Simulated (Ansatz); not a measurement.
# RPA@PBE0/cc-pVTZ run of PH (SMILES [PH])

Aim: the electronic atomisation energy of PH at RPA@PBE0/cc-pVTZ, from 3 runs. 

Program for the calculation: Ansatz 0.2.0.

30 further runs of the same task are left out: 30 set aside as unsound or not needed.

**1. The system as given**

The species is PH (2 atoms), meant as a triplet with charge 0. As SMILES, `[PH]`. The shape is that of a PBE0-D4/def2-TZVP optimisation.

Bond lengths: P1–H2 1.428 Å.

**2. The energy at RPA@PBE0/cc-pVTZ**

The input, job.yaml:

```yaml
crystal:
  periodic: [false, false, false]
  atoms:
    - {symbol: P, position_ang: [-0.000000, -0.000000, -0.014610]}
    - {symbol: H, position_ang: [0.000000, 0.000000, 1.413680]}
basis:
  gaussian:
    orbitals: cc-pVTZ
magnetization:
  spin_polarized: true
  initial_magnetization: 2
accuracy: high
correlation:
  method: rpa
  frozen_orbitals: {H: 0, P: 5}
hamiltonian:
  xc: pbe0
```

On the command line:

```console
ansatz run job.yaml --threads 1 --pin off --max-ram 3480MiB --events-out events.jsonl --progress --plain --runs-dir runs
```

What it wrote:

```text
Warning: RAYON_NUM_THREADS=1 ignored (pool sized by the plan → 1); use --threads N
Functional definition: PBE0
  name "PBE0"
  parameter a = 0.25
  parameter kappa = 0.804
  parameter beta = 0.06672455060314922
  exchange = (1 - a)*pbe_x(kappa = kappa, mu = beta*pi^2/3) + a*exact_x
  correlation = pbe_c(beta = beta)
622 factors; integrals over basis functions are off by at most 3.8e-9 eV
mean field evaluation 1: about -9299.5283 eV, gradient 5.0e0 eV
mean field evaluation 2: about -9299.5275 eV, gradient 5.0e0 eV
mean field evaluation 4: about -9299.7248 eV, gradient 5.2e-1 eV
mean field evaluation 8: about -9299.7276 eV, gradient 1.0e-2 eV
mean field evaluation 16: about -9299.7276 eV, gradient 1.6e-7 eV
mean field -9299.72764093 eV, -341.7586872224 hartree, gradient 1.4e-8 eV, S^2 2.008953; 0 other end points of the search recorded, 0 dependent functions left out
5 core orbitals not correlated: weight in the atoms' cores, before any rotation towards them, 1.000 or more for the frozen orbitals, at most 0.000 for the correlated occupied ones
reference -9287.04032601 eV, -341.2924369990 hartree; 4, 2 occupied and 39, 41 virtual orbitals, 622 factors
Total energy: -9292.54523042 eV, -341.4947385044 hartree
```

Run time: 1.4 s. Hardware: 1 thread of Arm Neoverse V2, shared host; peak memory 0.12 GiB.

**3. The H atom, same level**

The input, molecule.yaml:

```yaml
basis:
  gaussian:
    orbitals: cc-pVTZ
crystal:
  periodic: [false, false, false]
  atoms:
    - {symbol: H, position_ang: [0.000000, 0.000000, 0.000000]}
magnetization:
  spin_polarized: true
  initial_magnetization: 1
hamiltonian:
  xc: pbe0
correlation:
  method: rpa
  frozen_orbitals: {H: 0}
accuracy: high
```

Run the same way, it converges to -0.51611 Eh (log not shown).

**4. The P atom**

The input, molecule.yaml:

```yaml
crystal:
  periodic: [false, false, false]
  atoms:
    - {symbol: P, position_ang: [0.000000, 0.000000, 0.000000]}
basis:
  gaussian: {orbitals: cc-pVTZ}
correlation: {method: rpa, frozen_orbitals: {P: 5}}
magnetization: {spin_polarized: true, initial_magnetization: 3}
accuracy: high
hamiltonian: {xc: pbe0}
```

On the command line:

```console
ansatz run molecule.yaml --threads 1 --pin off --max-ram 3480MiB --events-out events.jsonl --progress --plain --runs-dir runs
```

What it wrote:

```text
Warning: RAYON_NUM_THREADS=1 ignored (pool sized by the plan → 1); use --threads N
Functional definition: PBE0
  name "PBE0"
  parameter a = 0.25
  parameter kappa = 0.804
  parameter beta = 0.06672455060314922
  exchange = (1 - a)*pbe_x(kappa = kappa, mu = beta*pi^2/3) + a*exact_x
  correlation = pbe_c(beta = beta)
333 factors; integrals over basis functions are off by at most 3.8e-9 eV
mean field evaluation 1: about -9282.8542 eV, gradient 2.8e0 eV
mean field evaluation 2: about -9282.8552 eV, gradient 2.8e0 eV
mean field evaluation 4: about -9282.9060 eV, gradient 1.2e-1 eV
mean field evaluation 8: about -9282.9061 eV, gradient 2.2e-5 eV
mean field -9282.90609039 eV, -341.1405066419 hartree, gradient 4.5e-8 eV, S^2 3.750190; 0 other end points of the search recorded, 0 dependent functions left out
5 core orbitals not correlated: weight in the atoms' cores, before any rotation towards them, 1.000 or more for the frozen orbitals, at most 0.000 for the correlated occupied ones
reference -9271.29402021 eV, -340.7137709339 hartree; 4, 1 occupied and 25, 28 virtual orbitals, 333 factors
Total energy: -9275.46204236 eV, -340.8669429228 hartree
```

Run time: 0.73 s. Hardware: 1 thread of Arm Neoverse V2, shared host.

**5. Summary of results**

At RPA@PBE0/cc-pVTZ, 5 core orbitals frozen:

```
                                   quantity          value
                     molecule: total energy  -341.49474 Eh
 molecule: RPA correlation energy (valence)     -202.3 mEh
molecule: ⟨S²⟩ of the reference determinant          2.009
                       H atom: total energy    -0.51611 Eh
             H atom: RPA correlation energy      -16.5 mEh
  H atom: ⟨S²⟩ of the reference determinant          0.750
                       P atom: total energy  -340.86694 Eh
   P atom: RPA correlation energy (valence)     -153.2 mEh
  P atom: ⟨S²⟩ of the reference determinant          3.750
              electronic atomisation energy       3.039 eV
```

In words: Taking the molecule apart into free atoms costs 3.04 eV (293 kJ/mol), before zero-point energy and without spin-orbit coupling.
